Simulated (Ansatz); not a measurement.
# FH₃OSi + HCl: a complex and its separated parts, part 2 of 2

Ansatz 0.2.0, Gaussian basis. Earlier steps stand in the parts before.

**13. CAM-B3LYP-D4/def2-TZVPP**

The inputs:

parta/in.yaml

```yaml
crystal:
  periodic: [false, false, false]
  atoms:
    - {symbol: Si, position_ang: [-0.740259, -0.731718, 0.164034]}
    - {symbol: F, position_ang: [0.722351, -1.084663, 0.696895]}
    - {symbol: H, position_ang: [-0.767631, -1.148715, -1.257572]}
    - {symbol: H, position_ang: [-1.721109, -1.438076, 1.008020]}
    - {symbol: O, position_ang: [-1.052765, 0.858965, 0.330123]}
    - {symbol: H, position_ang: [-0.607238, 1.483830, -0.243215]}
basis:
  gaussian: {orbitals: def2-TZVPP}
hamiltonian: {xc: {name: CAM-B3LYP}, dispersion: d4}
```

partb/in.yaml

```yaml
crystal:
  periodic: [false, false, false]
  atoms:
    - {symbol: H, position_ang: [2.048091, 0.500190, 0.006896]}
    - {symbol: Cl, position_ang: [2.118659, 1.560089, -0.705181]}
basis:
  gaussian: {orbitals: def2-TZVPP}
hamiltonian: {xc: {name: CAM-B3LYP}, dispersion: d4}
```

The same command starts each run, in its folder.

Run with:

```sh
> ansatz run in.yaml --threads 4 --pin off --events-out ev --progress --plain --max-ram 9574MiB
```

Log of parta, cut to the lines that bear on the results:

```text
Functional definition: CAM-B3LYP
  name "CAM-B3LYP"
  cite "Yanai, Tew & Handy, Chem. Phys. Lett. 393, 51 (2004) doi:10.1016/j.cplett.2004.06.011"
  cite "Iikura, Tsuneda, Yanai & Hirao, J. Chem. Phys. 115, 3540 (2001) doi:10.1063/1.1383587"
  cite "Becke, Phys. Rev. A 38, 3098 (1988) doi:10.1103/PhysRevA.38.3098"
  cite "Lee, Yang & Parr, Phys. Rev. B 37, 785 (1988) doi:10.1103/PhysRevB.37.785"
[...]
  # Exact exchange under (alpha + beta erf(omega r))/r, Becke's under what is left of 1/r.
[...]
775 factors; their error is unknown
183 factors; integrals over basis functions are off by at most 1.5e-5 eV
[...]
mean field -12694.95676056 eV, -466.5310559999 hartree, gradient 2.9e-5 eV, S^2 0.000000; 0 other end points of the search recorded, 0 dependent functions left out
reference -12694.95685977 eV, -466.5310596457 hartree; 17, 17 occupied and 129, 129 virtual orbitals, 775 factors
Total energy: -12695.01818482 eV, -466.5333132999 hartree
```

partb printed, cut to the lines that bear on the results:

```text
[... 6 set-up lines as earlier in the session ...]
[...]
  # Exact exchange under (alpha + beta erf(omega r))/r, Becke's under what is left of 1/r.
[...]
372 factors; their error is unknown
66 factors; integrals over basis functions are off by at most 7.5e-5 eV
[...]
mean field -12539.88294093 eV, -460.8321982412 hartree, gradient 2.6e-5 eV, S^2 0.000000; 0 other end points of the search recorded, 0 dependent functions left out
reference -12539.88301520 eV, -460.8322009707 hartree; 9, 9 occupied and 47, 47 virtual orbitals, 372 factors
Total energy: -12539.88749681 eV, -460.8323656668 hartree
```

They took 1.1 s (parta), 0.25 s (partb) on 4 threads of Arm Neoverse V1, shared host.

**14. wB97X-V/def2-TZVPP**

Each input of step 13 (parta, partb) changes in the same lines:

```diff
-hamiltonian: {xc: {name: CAM-B3LYP}, dispersion: d4}
+hamiltonian: {xc: {name: wB97X-V}}
```

The same command starts each run, in its folder.

Run with:

```sh
> ansatz run in.yaml --threads 4 --pin off --events-out ev --progress --plain --max-ram 9574MiB
```

Log of parta, cut to the lines that bear on the results:

```text
Functional definition: wB97X-V
  name "wB97X-V"
  cite "Mardirossian & Head-Gordon, Phys. Chem. Chem. Phys. 16, 9904 (2014) doi:10.1039/C3CP54374A"
[... 2 set-up lines as earlier in the session ...]
[...]
      + integral(e_c_pw_opposite_spin*poly(b97_u_opposite, cos0, cos1)) + vv10(b, c)
775 factors; their error is unknown
169 factors; integrals over basis functions are off by at most 1.2e-5 eV
[...]
mean field -12693.00459596 eV, -466.4593152739 hartree, gradient 3.4e-5 eV, S^2 0.000000; 0 other end points of the search recorded, 0 dependent functions left out
reference -12693.00459436 eV, -466.4593152154 hartree; 17, 17 occupied and 129, 129 virtual orbitals, 775 factors
Total energy: -12693.00459436 eV, -466.4593152154 hartree
```

Output in partb, cut to the lines that bear on the results:

```text
[... 5 set-up lines as earlier in the session ...]
[...]
      + integral(e_c_pw_opposite_spin*poly(b97_u_opposite, cos0, cos1)) + vv10(b, c)
369 factors; their error is unknown
61 factors; integrals over basis functions are off by at most 9.0e-5 eV
[...]
mean field -12537.61273062 eV, -460.7487695512 hartree, gradient 5.7e-5 eV, S^2 0.000000; 0 other end points of the search recorded, 0 dependent functions left out
reference -12537.61272967 eV, -460.7487695163 hartree; 9, 9 occupied and 47, 47 virtual orbitals, 369 factors
Total energy: -12537.61272967 eV, -460.7487695163 hartree
```

Times: 2.4 s (parta), 0.45 s (partb) on 4 threads of Arm Neoverse V1, shared host.

**15. wB97M-V/def2-TZVPP**

Each input of step 14 (parta, partb) changes in the same lines:

```diff
-hamiltonian: {xc: {name: wB97X-V}}
+hamiltonian: {xc: {name: wB97M-V}}
```

One command serves all of them, each in its own folder.

Run with:

```sh
> ansatz run in.yaml --threads 4 --pin off --events-out ev --progress --plain --max-ram 9574MiB
```

parta printed, cut to the lines that bear on the results:

```text
Functional definition: wB97M-V
  name "wB97M-V"
  cite "Mardirossian & Head-Gordon, J. Chem. Phys. 144, 214110 (2016) doi:10.1063/1.4952647"
[... 2 set-up lines as earlier in the session ...]
  # Of w^i u^j: cxij and so on, Table III.
[...]
  gx(w, u) = 1 - cx + cx01*u + cx10*w
[...]
      + integral(e_c_pw_mod_opposite_spin*gos(b97_w_opposite, b97_u_opposite)) + vv10(b, c)
775 factors; their error is unknown
169 factors; integrals over basis functions are off by at most 1.2e-5 eV
[...]
mean field -12693.97070069 eV, -466.4948189679 hartree, gradient 3.3e-5 eV, S^2 0.000000; 0 other end points of the search recorded, 0 dependent functions left out
reference -12693.97073983 eV, -466.4948204063 hartree; 17, 17 occupied and 129, 129 virtual orbitals, 775 factors
Total energy: -12693.97073983 eV, -466.4948204063 hartree
```

partb printed, cut to the lines that bear on the results:

```text
[... 5 set-up lines as earlier in the session ...]
  # Of w^i u^j: cxij and so on, Table III.
[...]
  gx(w, u) = 1 - cx + cx01*u + cx10*w
[...]
      + integral(e_c_pw_mod_opposite_spin*gos(b97_w_opposite, b97_u_opposite)) + vv10(b, c)
369 factors; their error is unknown
61 factors; integrals over basis functions are off by at most 9.0e-5 eV
[...]
mean field -12538.73839066 eV, -460.7901367946 hartree, gradient 5.6e-5 eV, S^2 0.000000; 0 other end points of the search recorded, 0 dependent functions left out
reference -12538.73841370 eV, -460.7901376415 hartree; 9, 9 occupied and 47, 47 virtual orbitals, 369 factors
Total energy: -12538.73841370 eV, -460.7901376415 hartree
```

They took 2.7 s (parta), 0.5 s (partb) on 4 threads of Arm Neoverse V1, shared host.

**16. B2PLYP/def2-TZVPP**

Each input of step 15 (parta, partb) changes in the same lines:

```diff
-hamiltonian: {xc: {name: wB97M-V}}
+hamiltonian: {xc: {name: B2PLYP}}
```

One command serves all of them, each in its own folder.

Run with:

```sh
> ansatz run in.yaml --threads 4 --pin off --events-out ev --progress --plain --max-ram 9574MiB
```

Log of parta, cut to the lines that bear on the results:

```text
Functional definition: B2PLYP
  name "B2PLYP"
  cite "Grimme, J. Chem. Phys. 124, 034108 (2006) doi:10.1063/1.2148954"
[... 2 set-up lines as earlier in the session ...]
[...]
881 factors; integrals over basis functions are off by at most 1.0e-3 eV
[...]
mean field -12684.58123487 eV, -466.1497624637 hartree, gradient 9.5e-6 eV, S^2 0.000000; 0 other end points of the search recorded, 0 dependent functions left out
7 core orbitals not correlated: weight in the atoms' cores, before any rotation towards them, 1.000 or more for the frozen orbitals, at most 0.000 for the correlated occupied ones
reference -12684.58136319 eV, -466.1497671790 hartree; 10, 10 occupied and 129, 129 virtual orbitals, 881 factors
second order -19.98395164 eV of doubles, -0.00000000 eV of singles
Total energy: -12689.97703013 eV, -466.3480542819 hartree
```

Output in partb, cut to the lines that bear on the results:

```text
[... 5 set-up lines as earlier in the session ...]
[...]
322 factors; integrals over basis functions are off by at most 1.4e-3 eV
[...]
mean field -12534.13736132 eV, -460.6210520852 hartree, gradient 9.7e-6 eV, S^2 0.000000; 0 other end points of the search recorded, 0 dependent functions left out
5 core orbitals not correlated: weight in the atoms' cores, before any rotation towards them, 1.000 or more for the frozen orbitals, at most 0.000 for the correlated occupied ones
reference -12534.13745808 eV, -460.6210556410 hartree; 4, 4 occupied and 47, 47 virtual orbitals, 322 factors
second order -6.68491990 eV of doubles, -0.00000000 eV of singles
Total energy: -12535.94238645 eV, -460.6873855353 hartree
```

Times: 1.4 s (parta), 0.3 s (partb) on 4 threads of Arm Neoverse V1, shared host.

**17. PBE-QIDH/def2-TZVPP**

The same edit goes into each in.yaml of step 16 (parta, partb):

```diff
-hamiltonian: {xc: {name: B2PLYP}}
+hamiltonian: {xc: {name: PBE-QIDH}}
```

The same command starts each run, in its folder.

Run with:

```sh
> ansatz run in.yaml --threads 4 --pin off --events-out ev --progress --plain --max-ram 9574MiB
```

Output in parta, cut to the lines that bear on the results:

```text
Functional definition: PBE-QIDH
  name "PBE-QIDH"
  cite "Brémond, Sancho-García, Pérez-Jiménez & Adamo, J. Chem. Phys. 141, 031101 (2014) doi:10.1063/1.4890314"
[... 1 set-up line as earlier in the session ...]
[...]
881 factors; integrals over basis functions are off by at most 1.0e-3 eV
[...]
mean field -12678.73685671 eV, -465.9349855274 hartree, gradient 2.0e-6 eV, S^2 0.000000; 0 other end points of the search recorded, 0 dependent functions left out
7 core orbitals not correlated: weight in the atoms' cores, before any rotation towards them, 1.000 or more for the frozen orbitals, at most 0.000 for the correlated occupied ones
reference -12678.73686634 eV, -465.9349858813 hartree; 10, 10 occupied and 129, 129 virtual orbitals, 881 factors
second order -18.65538298 eV of doubles, -0.00000000 eV of singles
Total energy: -12684.95532733 eV, -466.1635101078 hartree
```

partb printed, cut to the lines that bear on the results:

```text
[... 4 set-up lines as earlier in the session ...]
[...]
322 factors; integrals over basis functions are off by at most 1.4e-3 eV
[...]
mean field -12531.03296583 eV, -460.5069676551 hartree, gradient 2.3e-6 eV, S^2 0.000000; 0 other end points of the search recorded, 0 dependent functions left out
5 core orbitals not correlated: weight in the atoms' cores, before any rotation towards them, 1.000 or more for the frozen orbitals, at most 0.000 for the correlated occupied ones
reference -12531.03297220 eV, -460.5069678891 hartree; 4, 4 occupied and 47, 47 virtual orbitals, 322 factors
second order -6.22515092 eV of doubles, -0.00000000 eV of singles
Total energy: -12533.10802251 eV, -460.5832245814 hartree
```

Times: 1.6 s (parta), 0.25 s (partb) on 4 threads of Arm Neoverse V1, shared host.

**18. RPA on PBE/def2-TZVPP**

The same edit goes into each in.yaml of step 17 (parta, partb):

```diff
-hamiltonian: {xc: {name: PBE-QIDH}}
+hamiltonian: {xc: pbe}
+correlation: {method: rpa}
```

The same command starts each run, in its folder.

Run with:

```sh
> ansatz run in.yaml --threads 4 --pin off --events-out ev --progress --plain --max-ram 9574MiB
```

Log of parta, cut to the lines that bear on the results:

```text
[... 4 set-up lines as earlier in the session ...]
[...]
881 factors; integrals over basis functions are off by at most 1.0e-3 eV
[...]
mean field -12686.83709620 eV, -466.2326638383 hartree, gradient 2.1e-6 eV, S^2 0.000000; 0 other end points of the search recorded, 0 dependent functions left out
7 core orbitals not correlated: weight in the atoms' cores, before any rotation towards them, 1.000 or more for the frozen orbitals, at most 0.000 for the correlated occupied ones
reference -12657.47227325 eV, -465.1535264989 hartree; 10, 10 occupied and 129, 129 virtual orbitals, 881 factors
Total energy: -12683.94421320 eV, -466.1263523489 hartree
```

partb printed, cut to the lines that bear on the results:

```text
[... 4 set-up lines as earlier in the session ...]
[...]
322 factors; integrals over basis functions are off by at most 1.4e-3 eV
[...]
mean field -12534.30961826 eV, -460.6273824108 hartree, gradient 3.3e-6 eV, S^2 0.000000; 0 other end points of the search recorded, 0 dependent functions left out
5 core orbitals not correlated: weight in the atoms' cores, before any rotation towards them, 1.000 or more for the frozen orbitals, at most 0.000 for the correlated occupied ones
reference -12519.65924943 eV, -460.0889912866 hartree; 4, 4 occupied and 47, 47 virtual orbitals, 322 factors
Total energy: -12529.02201180 eV, -460.4330664576 hartree
```

They took 1.5 s (parta), 0.3 s (partb) on 4 threads of Arm Neoverse V1, shared host.

**19. CCSD(T)/def2-TZVPP**

Each input of step 18 (parta, partb) changes in the same lines:

```diff
-hamiltonian: {xc: pbe}
-correlation: {method: rpa}
+correlation: {method: ccsd_t}
```

The same command starts each run, in its folder.

Run with:

```sh
> ansatz run in.yaml --threads 4 --pin off --events-out ev --progress --plain --max-ram 9574MiB
```

Output in parta, cut to the lines that bear on the results:

```text
Functional definition: HF
  name "HF"
  cite "Fock, Z. Phys. 61, 126 (1930) doi:10.1007/BF01340294"
[... 1 set-up line as earlier in the session ...]
[...]
881 factors; integrals over basis functions are off by at most 1.0e-3 eV
[...]
mean field -12658.59310137 eV, -465.1947161726 hartree, gradient 2.1e-6 eV, S^2 0.000000; 0 other end points of the search recorded, 0 dependent functions left out
7 core orbitals not correlated: weight in the atoms' cores, before any rotation towards them, 1.000 or more for the frozen orbitals, at most 0.000 for the correlated occupied ones
reference -12658.59310137 eV, -465.1947161726 hartree; 10, 10 occupied and 129, 129 virtual orbitals, 881 factors
second order -16.76678844 eV of doubles, -0.00000000 eV of singles
cycle   1  -16.79192355 eV  change   -2.5e-2 eV  update   8.3e-2
[...]
cycle   9  -17.22936057 eV  change   -5.1e-6 eV  update   9.6e-6
perturbative correction -0.51128658 eV, -0.0187894352 hartree
Total energy: -12676.33374851 eV, -465.8466729302 hartree
```

Log of partb, cut to the lines that bear on the results:

```text
[... 4 set-up lines as earlier in the session ...]
[...]
322 factors; integrals over basis functions are off by at most 1.4e-3 eV
[...]
mean field -12519.93379578 eV, -460.0990806791 hartree, gradient 2.9e-6 eV, S^2 0.000000; 0 other end points of the search recorded, 0 dependent functions left out
5 core orbitals not correlated: weight in the atoms' cores, before any rotation towards them, 1.000 or more for the frozen orbitals, at most 0.000 for the correlated occupied ones
reference -12519.93379578 eV, -460.0990806791 hartree; 4, 4 occupied and 47, 47 virtual orbitals, 322 factors
second order -5.53925677 eV of doubles, -0.00000000 eV of singles
cycle   1  -5.96028172 eV  change   -4.2e-1 eV  update   3.9e-2
[...]
cycle   7  -6.10182318 eV  change   -5.6e-6 eV  update   7.9e-6
perturbative correction -0.21572257 eV, -0.0079276581 hartree
Total energy: -12526.25134153 eV, -460.3312462031 hartree
```

They took 9 s (parta), 0.3 s (partb) on 4 threads of Arm Neoverse V1, shared host; peak memory 0.91 GiB.

**20. Vibrations of FH₃OSi**

File vib-parta/in.yaml:

```yaml
crystal:
  periodic: [false, false, false]
  atoms:
    - {symbol: Si, position_ang: [-0.740259, -0.731718, 0.164034]}
    - {symbol: F, position_ang: [0.722351, -1.084663, 0.696895]}
    - {symbol: H, position_ang: [-0.767631, -1.148715, -1.257572]}
    - {symbol: H, position_ang: [-1.721109, -1.438076, 1.008020]}
    - {symbol: O, position_ang: [-1.052765, 0.858965, 0.330123]}
    - {symbol: H, position_ang: [-0.607238, 1.483830, -0.243215]}
basis:
  gaussian: {orbitals: def2-TZVP}
hamiltonian: {xc: pbe0, dispersion: d4}
phonons: {temperatures: {t_min: 298.15, t_max: 900, t_step: 200}}
```

Run with:

```sh
> ansatz run in.yaml --threads 4 --pin off --events-out ev --progress --plain --max-ram 9574MiB
```

Output, cut to the lines that bear on the results:

```text
[... 5 set-up lines as earlier in the session ...]
[...]
707 factors; their error is unknown
[...]
mean field -12687.62916808 eV, -466.2617719431 hartree, gradient 3.6e-5 eV, S^2 0.000000; 0 other end points of the search recorded, 0 dependent functions left out
[...]
Atom 3 at    -1.721109    -1.438076     1.008020 Å, force     0.000664     0.000685    -0.000154 eV/Å
Atom 4 at    -1.052765     0.858965     0.330123 Å, force    -0.000342    -0.000543     0.000423 eV/Å
Atom 5 at    -0.607238     1.483830    -0.243215 Å, force     0.000122     0.000089    -0.000049 eV/Å
Dipole moment:    -0.063460     0.160024    -0.291915 e Å
Vibrations: 242.33 334.51 645.65 759.20 832.72 873.99 915.47 968.07 987.29 2247.24 2292.03 3928.40 cm⁻¹, zero-point energy 0.931548 eV
```

Run time: 21 s. Hardware: 4 threads of Arm Neoverse V1, shared host.

The modes, with what each moves most:

```tsv
mode	wavenumber (cm⁻¹)	character
1	242	torsion
2	335	bend
3	646	bend
4	759	bend
5	833	bend with Si–O stretch
6	874	Si–F stretch with bend
7	915	bend with Si–O stretch
8	968	bend with wag or twist
9	987	bend with Si–O stretch
10	2247	Si–H stretch
11	2292	Si–H stretch
12	3928	O–H stretch
```

Vibrational sums (real modes only):

```tsv
T (K)	entropy (J/mol/K)	heat capacity (J/mol/K)
298	18.1	31.2
498	39.6	52.6
698	59.5	64.9
898	76.9	72.9
```

**21. Vibrations of HCl**

File vib-partb/in.yaml:

```yaml
crystal:
  periodic: [false, false, false]
  atoms:
    - {symbol: H, position_ang: [2.048091, 0.500190, 0.006896]}
    - {symbol: Cl, position_ang: [2.118659, 1.560089, -0.705181]}
basis:
  gaussian: {orbitals: def2-TZVP}
hamiltonian: {xc: pbe0, dispersion: d4}
phonons: {temperatures: {t_min: 298.15, t_max: 900, t_step: 200}}
```

Run with:

```sh
> ansatz run in.yaml --threads 4 --pin off --events-out ev --progress --plain --max-ram 9574MiB
```

Output, cut to the lines that bear on the results:

```text
[... 5 set-up lines as earlier in the session ...]
[...]
312 factors; their error is unknown
[...]
mean field -12535.31645841 eV, -460.6643831041 hartree, gradient 4.2e-5 eV, S^2 0.000000; 0 other end points of the search recorded, 0 dependent functions left out
[...]
reference -12535.31637133 eV, -460.6643799039 hartree; 9, 9 occupied and 34, 34 virtual orbitals, 312 factors
Total energy: -12535.32105164 eV, -460.6645519020 hartree
Atom 0 at     2.048091     0.500190     0.006896 Å, force    -0.000061    -0.000916     0.000615 eV/Å
Atom 1 at     2.118659     1.560089    -0.705181 Å, force     0.000061     0.000916    -0.000615 eV/Å
Dipole moment:    -0.014491    -0.217649     0.146224 e Å
Vibrations: 2997.28 cm⁻¹, zero-point energy 0.185808 eV
```

Wall time 1.3 s (4 threads of Arm Neoverse V1, shared host).

The modes, with what each moves most:

```tsv
mode	wavenumber (cm⁻¹)	character
1	2997	Cl–H stretch
```

Vibrational sums (real modes only):

```tsv
T (K)	entropy (J/mol/K)	heat capacity (J/mol/K)
298	0.0	0.0
498	0.0	0.1
698	0.1	0.7
898	0.4	1.6
```

**22. Complex less separated parts**

The complex's own energies come from single points at the same levels.

Rows are in def2-TZVPP; times add the 3 runs of a level on a shared host, so small differences are noise.

Differences are taken before rounding.

```tsv
method	rung	complex less parts (kcal/mol)	from CCSD(T) (kcal/mol)	time
SPW92	LDA	-7.4	-3.5	1.4 s
PBE-D4	GGA	-5.3	-1.3	2.1 s
BLYP-D4	GGA	-5.2	-1.2	2.4 s
r2SCAN-D4	meta-GGA	-4.8	-0.9	4.9 s
B97M-V	meta-GGA	-4.7	-0.8	8.6 s
PBE0-D4	hybrid	-4.8	-0.9	3.4 s
B3LYP-D4	hybrid	-5.0	-1.0	2.9 s
r2SCAN0-D4	hybrid	-4.6	-0.7	5.7 s
BHLYP-D4	hybrid	-4.9	-1.0	3.2 s
CAM-B3LYP-D4	range-separated hybrid	-5.1	-1.1	3.8 s
wB97X-V	range-separated hybrid	-4.6	-0.7	7.8 s
wB97M-V	range-separated hybrid	-4.7	-0.8	9.2 s
B2PLYP	double hybrid	-3.5	+0.4	4.9 s
PBE-QIDH	double hybrid	-3.8	+0.1	5.2 s
RPA on PBE	RPA	-3.2	+0.7	5 s
Hartree-Fock	wavefunction	-1.3	+2.6	
MP2	wavefunction	-4.1	-0.2	
CCSD	wavefunction	-3.5	+0.5	
CCSD(T)	wavefunction	-3.9	0	69 s
```

Among the levels timed on like hardware and quicker than the yardstick, those that no quicker one beats, quickest first: SPW92 (1.4 s, -3.5 kcal/mol); PBE-D4 (2.1 s, -1.3 kcal/mol); BLYP-D4 (2.4 s, -1.2 kcal/mol); B3LYP-D4 (2.9 s, -1.0 kcal/mol); BHLYP-D4 (3.2 s, -1.0 kcal/mol); PBE0-D4 (3.4 s, -0.9 kcal/mol); B2PLYP (4.9 s, +0.4 kcal/mol); PBE-QIDH (5.2 s, +0.1 kcal/mol).

For cost: PBE-QIDH gets within 0.1 kcal/mol in 5.2 s, where CCSD(T) took 69 s; the quickest level in the cost chart, SPW92, takes 1.4 s and misses by 3.5 kcal/mol.

The complex's zero-point energy, from a separate PBE0-D4 run, is 1.169 eV.

**23. Summary of results**

The summary covers parts 1 to 2.

```
                              quantity          value
complex less parts, CCSD(T)/def2-TZVPP  -3.9 kcal/mol
                with zero-point energy  -2.7 kcal/mol
                 largest T1 diagnostic          0.011
```

What this shows: At CCSD(T) the complex lies 3.9 kcal/mol below its parts. Among the functionals PBE-QIDH lands nearest to CCSD(T) (+0.1 kcal/mol) and SPW92 farthest (-3.5 kcal/mol). By rung, the mean size of the error is: LDA 3.5, GGA 1.3, meta-GGA 0.9, hybrid 0.9, range-separated hybrid 0.8, double hybrid 0.3 kcal/mol. The double hybrids carry no dispersion term here, unlike the levels marked D4 or V. PBE-D4 gives a relative energy 1.3 kcal/mol too low, outside chemical accuracy (1 kcal/mol). No counterpoise was applied, and triple zeta lacks some correlation, so the CCSD(T) reference has a basis error of its own, and close matches with it are partly luck.
